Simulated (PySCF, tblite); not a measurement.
**C₇H₁₃FO₂: geometry, infrared bands and NMR shifts**

Aim: predict the infrared bands and NMR shifts of C₇H₁₃FO₂ (`CCO/C(OC)=C(\C)CF`).

Programs: tblite 0.8.0 and PySCF 2.14.0, with density-fitted response routines of our own. Each step states its level of theory. These are calculated values for one molecule in the gas phase, unless marked as measured. Atoms are numbered from 0 throughout.

### 1 Starting geometry

23 atoms, charge 0, multiplicity 1; geometry from: force field or distance geometry start.

Bonds of the start (Å): C0–C1 1.54, C1–O2 1.41, O2–C3 1.38, C3–O4 1.42, O4–C5 1.43, C3–C6 1.32, C6–C7 1.49, C6–C8 1.48, C8–F9 1.40, C0–H10 1.11, C0–H11 1.11, C0–H12 1.09, C1–H13 1.12, C1–H14 1.12, C5–H15 1.12, C5–H16 1.12, C5–H17 1.11, C7–H18 1.11, C7–H19 1.11, C7–H20 1.09, C8–H21 1.11, C8–H22 1.13.

### 2 Geometry optimisation with GFN2-xTB

The job: settings as JSON, then the geometry in Å.

```
{"job": {"kind": "relax", "xc": "GFN2-xTB", "basis": "xTB"}, "charge": 0, "multiplicity": 1}
C      3.318400     0.151000    -0.514200
C      1.950500     0.609000     0.032000
O      1.016100    -0.447700    -0.053500
C     -0.287400    -0.276200     0.367400
O     -0.673900    -1.046600     1.501400
C     -1.033900    -2.405800     1.249000
C     -1.172200     0.529200    -0.186900
C     -0.854200     1.378700    -1.367100
C     -2.525800     0.568500     0.422300
F     -3.406000     0.173400    -0.585800
H      4.095100     0.343800     0.260100
H      3.582500     0.794000    -1.383000
H      3.321800    -0.912500    -0.736900
H      1.683200     1.484400    -0.609400
H      2.067800     1.002800     1.078600
H     -1.319700    -2.910100     2.211000
H     -0.116400    -2.857000     0.785800
H     -1.827800    -2.507900     0.479700
H     -0.513200     2.375100    -1.021500
H     -1.810100     1.561200    -1.909900
H     -0.154300     0.861500    -2.022200
H     -2.620200    -0.087400     1.310300
H     -2.725100     1.645700     0.703000
```

Started as:

```
$ OMP_NUM_THREADS=1 python probes_run.py task.json out
```

One launch serves the whole session: the jobs run in the order shown.

**Question.** This job is followed by: GFN2-xTB harmonic vibrations, gas phase; GIAO PBE0/pcSseg-1 NMR shielding, non-relativistic, gas phase. Predict these results of the whole session: strongest single infrared mode (GFN2-xTB); zero-point energy (GFN2-xTB); ¹³C shifts against TMS (PBE0/pcSseg-1); ¹H shifts against TMS (PBE0/pcSseg-1, means over atoms taken as alike); ¹⁷O shifts against H2O (PBE0/pcSseg-1); ¹⁹F shifts against CFCl3 (PBE0/pcSseg-1).

The runs gave:

```
                                                              quantity                                           value
                             strongest single infrared mode (GFN2-xTB)                           1176 cm⁻¹, 142 km/mol
                                          zero-point energy (GFN2-xTB)                                  118.5 kcal/mol
                                ¹³C shifts against TMS (PBE0/pcSseg-1)  164.9, 107.1, 84.0, 67.2, 57.1, 17.5, 14.2 ppm
¹H shifts against TMS (PBE0/pcSseg-1, means over atoms taken as alike)                5.30, 3.79, 3.70, 1.95, 1.39 ppm
                                ¹⁷O shifts against H2O (PBE0/pcSseg-1)                                 106.3, 80.6 ppm
                              ¹⁹F shifts against CFCl3 (PBE0/pcSseg-1)                                      -246.5 ppm
```

**Reading.** Over 129 steps the energy fell by 0.754 eV; of the close pairs, C3–O4 changed most, 1.424 to 1.373 Å. No mode is imaginary among the 63: a minimum at this level. The strongest single mode, at 1176 cm⁻¹, is spread over several atoms, C3, O4, H15, H16 among them. Unscaled tight-binding wavenumbers are off by several per cent, some by more. Its intensities can rank the bands wrongly. The most deshielded carbon is C3 (alkene carbon bearing oxygen), at 164.9 ppm: an sp2 carbon further deshielded by the attached heteroatom. The most deshielded hydrogen is H21, H22 (mean) (hydrogen on an allylic sp3 CH2 bonded to F), at 5.30 ppm: its carbon carries F, which withdraws density. At PBE0/pcSseg-1: The widest tensor belongs to C6: span 142 ppm, with a paramagnetic part of -183 ppm.
